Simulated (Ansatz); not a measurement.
# C2H5BrMg: basis-set convergence

An exercise on one series of results from a longer session: the logs are not shown, and one member is left open.

Computed with Ansatz 0.2.0, Gaussian basis. Level: one geometry, several basis sets.

The runs, in order: PBE0-D4/def2-SVP; ωB97M-V/def2-SVP; PBE0-D4/def2-QZVPP; ωB97M-V/def2-QZVPP; the functionals' def2-TZVPP values are taken from earlier runs.

### Structure used throughout

All runs share one geometry, relaxed beforehand with PBE0-D4 in a triple-zeta def2 set.

SMILES `C[CH2][Mg][Br]`, 9 atoms, charge 0, spin multiplicity 1.

Atoms are counted from 1 here; the program's logs count them from 0.

Bond lengths: C1–C2 1.530 Å, C1–H5 1.094 Å, C1–H6 1.096 Å, C1–H7 1.094 Å, C2–Mg3 2.086 Å, C2–H8 1.097 Å, C2–H9 1.097 Å, Mg3–Br4 2.348 Å. Angles: C2–C1–H5 112.1°, C2–C1–H6 112.1°, C2–C1–H7 112.1°, H5–C1–H6 106.7°, H5–C1–H7 106.7°, H6–C1–H7 106.7°, C1–C2–Mg3 116.2°, C1–C2–H8 109.9°, C1–C2–H9 109.9°, Mg3–C2–H8 107.5°, Mg3–C2–H9 107.6°, H8–C2–H9 105.1°, C2–Mg3–Br4 179.8°.

Set-up of the first run:

File in.yaml:

```yaml
crystal:
  periodic: [false, false, false]
  atoms:
    - {symbol: C, position_ang: [-0.502630, 0.995680, 0.503842]}
    - {symbol: C, position_ang: [0.356636, -0.269909, 0.508347]}
    - {symbol: Mg, position_ang: [0.470746, -1.312191, -1.294770]}
    - {symbol: Br, position_ang: [0.594612, -2.478252, -3.329320]}
    - {symbol: H, position_ang: [-1.544648, 0.784988, 0.245729]}
    - {symbol: H, position_ang: [-0.514864, 1.490344, 1.482120]}
    - {symbol: H, position_ang: [-0.142775, 1.735476, -0.217306]}
    - {symbol: H, position_ang: [1.381231, -0.024823, 0.813233]}
    - {symbol: H, position_ang: [-0.009807, -0.967612, 1.271026]}
basis:
  gaussian: {orbitals: def2-SVP}
hamiltonian: {xc: pbe0, dispersion: d4}
output: {orbitals: {seedname: orbitals}}
```

Command:

```
$ ansatz run in.yaml --threads 4 --pin off --events-out ev --progress --plain --max-ram 10444MiB
```

Steps of the session up to this table: PBE0-D4 in def2-SVP; ωB97M-V in def2-SVP; PBE0-D4 in def2-QZVPP; ωB97M-V in def2-QZVPP.

One of the session's tables, all rows but one given; the rest of the session is left out.

It belongs to the step «Functionals by basis». 

```
functional       basis  HOMO (eV)  LUMO (eV)
   PBE0-D4    def2-SVP          ?          ?
   PBE0-D4  def2-TZVPP      -6.97      -1.11
   PBE0-D4  def2-QZVPP      -6.97      -1.14
   ωB97M-V    def2-SVP      -9.16       0.25
   ωB97M-V  def2-TZVPP      -9.17       0.16
   ωB97M-V  def2-QZVPP      -9.17       0.00
```

Estimate the missing values for PBE0-D4, def2-SVP.

The run gave: HOMO (eV): -6.97; LUMO (eV): -1.00.
